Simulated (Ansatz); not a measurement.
# Chlorine, solid Cl2 (Cmce) under PBE: from relaxation to bulk modulus

The plan for chlorine in the solid Cl2 (Cmce) structure: relax it, solve it on a dense k-mesh, then scale the cell to 7 volumes from 88 to 112 % of the relaxed one and try a fit of the equation of state. Spin polarisation is left out. The k-meshes are 5×5×2 for the relaxation; 8×8×4 for the dense run; 7×7×4 for the volumes. The starting cell is the measured one, from the Crystallography Open Database.

Program: Ansatz 0.2.0. Level of theory: DFT PBE, plane waves (420 eV) with PAW, scalar-relativistic. These are calculated values, not measurements.

## (1) The starting structure

It takes space group Cmce (No. 64, orthorhombic). The conventional cell has a = 6.145 Å, b = 4.395 Å, c = 8.154 Å, α = 90.00°, β = 90.00°, γ = 90.00°. Cl (site symmetry m) is surrounded by 1 Cl at 1.99 Å.

Coordinates:

```cif
data_structure
_symmetry_space_group_name_H-M 'Cmce'
_symmetry_Int_Tables_number 64
_cell_length_a 6.1453
_cell_length_b 4.3954
_cell_length_c 8.1537
_cell_angle_alpha 90.000
_cell_angle_beta 90.000
_cell_angle_gamma 90.000
_cell_volume 220.24
loop_
_atom_site_label
_atom_site_type_symbol
_atom_site_symmetry_multiplicity
_atom_site_Wyckoff_symbol
_atom_site_fract_x
_atom_site_fract_y
_atom_site_fract_z
_atom_site_occupancy
Cl1 Cl 8 f 0.50000 0.62370 0.10250 1
```

## (2) Geometry optimisation

File input.yaml:

```yaml
crystal:
  lattice:
    - [3.07265, -2.1977, 0.0]
    - [3.07265, 2.1977, 0.0]
    - [0.0, 0.0, 8.1537]
  atoms:
    - { symbol: Cl, position: [0.8763, 0.1237, 0.1025] }
    - { symbol: Cl, position: [0.6237, 0.3763, 0.6025] }
    - { symbol: Cl, position: [0.1237, 0.8763, 0.8975] }
    - { symbol: Cl, position: [0.3763, 0.6237, 0.3975] }
hamiltonian:
  xc: pbe
  pseudopotentials:
    kind: paw
    azcp:
      Cl: "pseudopotentials/Cl.paw.azcp"
basis:
  ecutwfc: 420
  fft_grid_basis: typed
kpoints:
  mp_grid: { grid: [5, 5, 2], shift: [0, 0, 0] }
magnetization:
  spin_polarized: false
scf:
  occupations: { method: fermi_dirac, width: 0.05 }
relax:
  max_steps: 60
  f_tol: 0.01
  cell: {}
```

Command:

```bash
ansatz run input.yaml --threads 1 --pin off --max-ram 3584MiB --backend cpu --events-out ev --progress --plain --runs-dir out
```

After this run come: Single point on a dense mesh; At 88 % of the relaxed volume; At 92 % of the relaxed volume; At 96 % of the relaxed volume; At 100 % of the relaxed volume; At 104 % of the relaxed volume; At 108 % of the relaxed volume; At 112 % of the relaxed volume.

What does the calculation give? Wanted: space group; conventional cell; volume; shortest distance; gap on the mesh; relative to Cl2 molecule; V₀, B₀, B₀′.

The runs gave:

| quantity | value |
| --- | --- |
| space group (spins left aside) | Cmce (No. 64) |
| conventional cell | a = 7.879 Å, b = 4.296 Å, c = 8.341 Å |
| volume | 35.292 Å³/atom |
| shortest distance | 2.026 Å |
| against the measured volume | +28.2 % (27.530 Å³/atom) |
| gap on the mesh | 2.30 eV |
| relative to Cl2 molecule | -54 meV/atom |
| V₀, B₀, B₀′ | 35.282 Å³/atom, 22 GPa, 4.5 |

**Reading.** The relaxed volume lies 28.2 % above the measured cell. No dispersion term holds the layers, chains or molecules together, so the cell swells. Against the reference form of chlorine (Cl2 molecule, computed apart with the same settings) it stands 54 meV/atom lower, so this level prefers it, against what is seen in nature. It has a gap of 2.30 eV on the mesh. The mesh samples the bands at few points and may miss the band edges. B₀ comes out at 22 GPa; even scaling stretches the bonds with the cell, so it lies well above the modulus that a cell free to change shape would show. Relaxation kept the symmetry; phonons were not checked.

These are semilocal Kohn-Sham gaps, which aren't the measured quantity. Such gaps usually fall short of the measured ones.
